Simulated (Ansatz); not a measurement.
# C2H5GeN (SMILES C1=[N][GeH2][CH2]1): BLYP/def2-SVP

What is the vertical singlet–triplet gap of C2H5GeN at BLYP/def2-SVP? 

The calculation is run with Ansatz 0.2.0.

82 further runs of the same task are left out: 82 set aside as unsound or not needed.

## (1) The molecule

C2H5GeN: 9 atoms, total charge 0, spin state singlet. SMILES: `C1=[N][GeH2][CH2]1`. Geometry: relaxed at PBE0-D4/def2-TZVP.

Bond lengths: C1–N2 1.278 Å, N2–Ge3 1.910 Å, C1–C4 1.512 Å, Ge3–C4 1.983 Å, C1–H5 1.098 Å, Ge3–H6 1.538 Å, Ge3–H7 1.538 Å, C4–H8 1.092 Å, C4–H9 1.092 Å. Some angles: C1–N2–Ge3 89.9°, N2–C1–C4 114.8°, N2–Ge3–C4 74.4°, C1–C4–Ge3 80.9°, N2–C1–H5 121.7°, C4–C1–H5 123.5°, N2–Ge3–H6 115.0°, N2–Ge3–H7 115.0°, C4–Ge3–H6 118.6°, C4–Ge3–H7 118.6°.

## (2) A single-point energy at BLYP/def2-SVP

job.yaml reads:

```yaml
crystal:
  periodic: [false, false, false]
  atoms:
    - symbol: C
      position_ang: [-0.186800, -0.549700, -1.075100]
    - symbol: N
      position_ang: [1.035900, -0.182500, -1.141500]
    - symbol: Ge
      position_ang: [0.903900, 0.560600, 0.613000]
    - symbol: C
      position_ang: [-0.885400, -0.197100, 0.218500]
    - symbol: H
      position_ang: [-0.675600, -1.079500, -1.903400]
    - symbol: H
      position_ang: [1.056500, 2.089100, 0.684100]
    - symbol: H
      position_ang: [1.776000, -0.127000, 1.676700]
    - symbol: H
      position_ang: [-1.720500, 0.497400, 0.107000]
    - symbol: H
      position_ang: [-1.215600, -1.057700, 0.803700]
basis:
  gaussian:
    orbitals: def2-SVP
hamiltonian:
  xc: {name: BLYP}
accuracy: high
output:
  orbitals: {seedname: orbitals}
```

On the command line:

```bash
ansatz run job.yaml --threads 1 --pin off --max-ram 3480MiB --events-out events.jsonl --progress --plain --runs-dir runs
```

What it wrote:

```text
Warning: RAYON_NUM_THREADS=1 ignored (pool sized by the plan → 1); use --threads N
Functional definition: BLYP
  name "BLYP"
  parameter beta = 0.0042
  parameter a = 0.04918
  parameter b = 0.132
  parameter c = 0.2533
  parameter d = 0.349
  exchange = b88_x(beta = beta)
  correlation = lyp_c(a = a, b = b, c = c, d = d)
2271 factors; integrals over basis functions are off by at most 4.6e-9 eV
mean field evaluation 1: about -60140.7935 eV, gradient 7.0e1 eV
mean field evaluation 2: about -60050.1703 eV, gradient 1.7e2 eV
mean field evaluation 4: about -60151.1563 eV, gradient 2.0e1 eV
mean field evaluation 8: about -60152.1988 eV, gradient 5.0e-1 eV
mean field evaluation 16: about -60152.1944 eV, gradient 5.6e-5 eV
mean field -60152.19438747 eV, -2210.5523711178 hartree, gradient 2.6e-8 eV, S^2 0.000000; 0 other end points of the search recorded, 0 dependent functions left out
reference -60152.19444368 eV, -2210.5523731835 hartree; 28, 28 occupied and 71, 71 virtual orbitals, 2271 factors
Total energy: -60152.19444368 eV, -2210.5523731835 hartree
```

Run time: 3.9 s. Hardware: 1 thread of AMD EPYC 9R45 (Zen 5), shared host; peak memory 0.28 GiB.

## (3) The triplet

in.yaml reads:

```yaml
crystal:
  periodic: [false, false, false]
  atoms:
    - {symbol: C, position_ang: [-0.186800, -0.549700, -1.075100]}
    - {symbol: N, position_ang: [1.035900, -0.182500, -1.141500]}
    - {symbol: Ge, position_ang: [0.903900, 0.560600, 0.613000]}
    - {symbol: C, position_ang: [-0.885400, -0.197100, 0.218500]}
    - {symbol: H, position_ang: [-0.675600, -1.079500, -1.903400]}
    - {symbol: H, position_ang: [1.056500, 2.089100, 0.684100]}
    - {symbol: H, position_ang: [1.776000, -0.127000, 1.676700]}
    - {symbol: H, position_ang: [-1.720500, 0.497400, 0.107000]}
    - {symbol: H, position_ang: [-1.215600, -1.057700, 0.803700]}
basis:
  gaussian:
    orbitals: def2-SVP
magnetization:
  spin_polarized: true
  initial_magnetization: 2
hamiltonian:
  xc: {name: BLYP}
accuracy: high
output:
  orbitals: {seedname: orbitals}
```

On the command line:

```bash
ansatz run in.yaml --threads 1 --pin off --max-ram 3480MiB --events-out events.jsonl --progress --plain --runs-dir runs
```

What it wrote:

```text
Warning: RAYON_NUM_THREADS=1 ignored (pool sized by the plan → 1); use --threads N
Functional definition: BLYP
  name "BLYP"
  parameter beta = 0.0042
  parameter a = 0.04918
  parameter b = 0.132
  parameter c = 0.2533
  parameter d = 0.349
  exchange = b88_x(beta = beta)
  correlation = lyp_c(a = a, b = b, c = c, d = d)
2271 factors; integrals over basis functions are off by at most 4.6e-9 eV
mean field evaluation 1: about -60136.6680 eV, gradient 4.8e1 eV
mean field evaluation 2: about -60072.3936 eV, gradient 1.1e2 eV
mean field evaluation 4: about -60142.8538 eV, gradient 2.6e1 eV
mean field evaluation 8: about -60148.2134 eV, gradient 5.1e-1 eV
mean field evaluation 16: about -60148.2092 eV, gradient 2.7e-4 eV
mean field evaluation 32: about -60143.9899 eV, gradient 1.9e1 eV
mean field evaluation 64: about -60148.1187 eV, gradient 1.2e0 eV
mean field -60148.20915520 eV, -2210.4059165332 hartree, gradient 4.6e-8 eV, S^2 2.004595; 8 other end points of the search recorded, 0 dependent functions left out
reference -60148.20921199 eV, -2210.4059186202 hartree; 29, 27 occupied and 70, 72 virtual orbitals, 2271 factors
Total energy: -60148.20921199 eV, -2210.4059186202 hartree
```

Run time: 8.7 s. Hardware: 1 thread of AMD EPYC 9R45 (Zen 5), shared host; peak memory 0.37 GiB.

## (4) Outcome

At BLYP/def2-SVP:

| quantity | value |
| --- | --- |
| singlet: total energy | -2210.55237 Eh |
| singlet: HOMO energy | -5.26 eV |
| singlet: LUMO energy | -1.08 eV |
| singlet: HOMO–LUMO gap | 4.18 eV |
| triplet: total energy | -2210.40592 Eh |
| triplet: HOMO energy (highest over α and β) | -1.28 eV |
| triplet: ⟨S²⟩ | 2.005 |
| vertical energy of the triplet above the singlet | 3.985 eV |

**Reading.** At this shape the triplet lies 3.99 eV (385 kJ/mol) above the singlet.
